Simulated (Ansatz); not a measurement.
**UCCSDTQ/STO-3G run of SF (SMILES F[S])**

What is the electronic atomisation energy of SF at UCCSDTQ/STO-3G? 

Program for the calculation: Ansatz 0.2.0.

## Step 1: Starting point

The species is SF (2 atoms), meant as a doublet with charge 0. As SMILES, `F[S]`. The shape is that of a GFN2-xTB optimisation.

Bond lengths: F1–S2 1.627 Å.

## Step 2: A single-point energy at UCCSDTQ/STO-3G

File molecule.yaml:

```yaml
crystal:
  periodic: [false, false, false]
  atoms:
    - {symbol: F, position_ang: [0.000000, 0.000000, 0.000000]}
    - {symbol: S, position_ang: [0.000000, 0.000000, 1.626530]}
basis:
  gaussian: {orbitals: STO-3G}
magnetization: {spin_polarized: true, initial_magnetization: 1}
correlation: {method: ccsdtq, frozen_orbitals: {F: 1, S: 5}}
accuracy: high
scf: {omitted_lower_state_checks: [cluster_reference, increment]}
```

The run is started by

```sh
ansatz run molecule.yaml --threads 1 --pin off --max-ram 2610MiB --events-out events.jsonl --progress --plain --runs-dir runs
```

What it wrote, shortened:

```text
Warning: RAYON_NUM_THREADS=1 ignored (pool sized by the plan → 1); use --threads N
Functional definition: HF
  name "HF"
[...]
224 factors; integrals over basis functions are off by at most 3.0e-8 eV
[...]
mean field -13364.84088657 eV, -491.1488435668 hartree, gradient 1.5e-8 eV, S^2 0.756336; 2 other end points of the search recorded, 0 dependent functions left out
6 core orbitals not correlated: weight in the atoms' cores, before any rotation towards them, 1.000 or more for the frozen orbitals, at most 0.000 for the correlated occupied ones
reference -13364.84088657 eV, -491.1488435668 hartree; 7, 6 occupied and 1, 2 virtual orbitals, 224 factors
second order -0.87296636 eV of doubles, -0.00000000 eV of singles
cycle   1  -1.07561886 eV  change   -2.0e-1 eV  update   6.2e-2
[...]
cycle  23  -1.33459332 eV  change  -2.3e-11 eV  update  6.4e-10
Total energy: -13366.17547989 eV, -491.1978889667 hartree
Checks for a lower state left out: cluster_reference, increment
```

Run time: 2.4 s. Hardware: 1 thread of Arm Neoverse V1, shared host.

## Step 3: The F atom at the same level

File input.yaml:

```yaml
crystal:
  periodic: [false, false, false]
  atoms:
    - symbol: F
      position_ang: [0.000000, 0.000000, 0.000000]
basis:
  gaussian:
    orbitals: STO-3G
magnetization:
  spin_polarized: true
  initial_magnetization: 1
correlation:
  method: ccsdtq
  frozen_orbitals: {F: 1}
accuracy: high
scf:
  omitted_lower_state_checks: [cluster_reference, increment]
```

The run is started by

```sh
ansatz run input.yaml --threads 1 --pin off --max-ram 2610MiB --events-out events.jsonl --progress --plain --runs-dir runs
```

What it wrote, shortened:

```text
Warning: RAYON_NUM_THREADS=1 ignored (pool sized by the plan → 1); use --threads N
[... 2 set-up lines as earlier in the session ...]
[...]
15 factors; integrals over basis functions are off by at most 1.2e-9 eV
[...]
mean field -2666.34863534 eV, -97.9865050328 hartree, gradient 0.0e0 eV, S^2 0.750000; 2 other end points of the search recorded, 0 dependent functions left out
1 core orbitals not correlated: weight in the atoms' cores, before any rotation towards them, 1.000 or more for the frozen orbitals, at most 0.000 for the correlated occupied ones
reference -2666.34863534 eV, -97.9865050328 hartree; 4, 3 occupied and 0, 1 virtual orbitals, 15 factors
second order 0.00000000 eV of doubles, 0.00000000 eV of singles
cycle   1  0.00000000 eV  change     0.0e0 eV  update    0.0e0
cycle   2  0.00000000 eV  change     0.0e0 eV  update    0.0e0
Total energy: -2666.34863534 eV, -97.9865050328 hartree
Checks for a lower state left out: cluster_reference, increment
```

It took 0.62 s on 1 thread of Arm Neoverse V1, shared host.

## Step 4: The S atom

File input.yaml:

```yaml
crystal:
  periodic: [false, false, false]
  atoms:
    - {symbol: S, position_ang: [0.000000, 0.000000, 0.000000]}
basis:
  gaussian:
    orbitals: STO-3G
accuracy: high
magnetization:
  spin_polarized: true
  initial_magnetization: 2
correlation:
  method: ccsdtq
  frozen_orbitals: {S: 5}
scf:
  omitted_lower_state_checks: [cluster_reference, increment]
```

Run the same way, it converges to -393.13022 Eh (log not shown).

## Step 5: Summary of results

Level: UCCSDTQ/STO-3G, 6 core orbitals frozen.

```
                                             quantity          value
                               molecule: total energy  -491.19789 Eh
molecule: correlation energy (6 core orbitals frozen)      -49.0 mEh
          molecule: ⟨S²⟩ of the reference determinant          0.756
                              molecule: T1 diagnostic          0.024
                                 F atom: total energy   -97.98651 Eh
   F atom: correlation energy (1 core orbital frozen)        0.0 mEh
            F atom: ⟨S²⟩ of the reference determinant          0.750
                                F atom: T1 diagnostic          0.000
                                 S atom: total energy  -393.13022 Eh
  S atom: correlation energy (5 core orbitals frozen)        0.0 mEh
            S atom: ⟨S²⟩ of the reference determinant          2.000
                                S atom: T1 diagnostic          0.000
                        electronic atomisation energy       2.209 eV
```

What this shows: Taking the molecule apart into free atoms costs 2.21 eV (213 kJ/mol), before zero-point energy and without spin-orbit coupling. In a minimal basis such a difference can be off by several eV, whatever the method.
